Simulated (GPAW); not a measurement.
The system is Ta3AsAu2O13.

```
Ta As Au O
1.0
     5.45204    0.00000    0.00000
    -2.72602    4.72161    0.00000
     0.00000    0.00000    9.57902
Ta As Au O
3 1 2 13
Direct
  0.00000 0.00000 0.19408
  0.00000 0.00000 0.80592
  0.66667 0.33333 0.00000
  0.00000 0.00000 0.50000
  0.33333 0.66667 0.27428
  0.33333 0.66667 0.72572
  0.00000 0.00000 0.00000
  0.23947 0.97129 0.36402
  0.02871 0.26818 0.36402
  0.73182 0.76053 0.36402
  0.23947 0.97129 0.63598
  0.02871 0.26818 0.63598
  0.73182 0.76053 0.63598
  0.38452 0.33425 0.85844
  0.66575 0.05027 0.85844
  0.94973 0.61548 0.85844
  0.38452 0.33425 0.14156
  0.66575 0.05027 0.14156
  0.94973 0.61548 0.14156
```

The cell was built by a generator and needn't be a form met in nature.

Base run:

```yaml
Program: GPAW 26.7.0
Functional: PBE
Potentials_or_basis: GPAW PAW data sets (gpaw-data 1.2.1)
Cutoff: 800 eV
Basis: pw
k_mesh: 6 × 6 × 3
Occupations: fermi-dirac, width 0.05 eV
Spin: no spin polarisation
```

Its results: pressure 1.3 GPa; largest force 0.396 eV/Å.

Question: The run is repeated on the same cell with these changes: functional from PBE to SCAN; k mesh from 6 × 6 × 3 to 4 × 4 × 2. What comes out?

Answer: Pressure -6.2 GPa; largest force 0.268 eV/Å.

Several settings changed at once, so the effect can't be laid on one alone.

Caveats: with this Au data set, volumes or pressures lay over 1.5 % or 2 GPa off other programs in two to four cells of ten; the PAW data sets were made with another functional, which shifts forces and pressure a little (some runs).
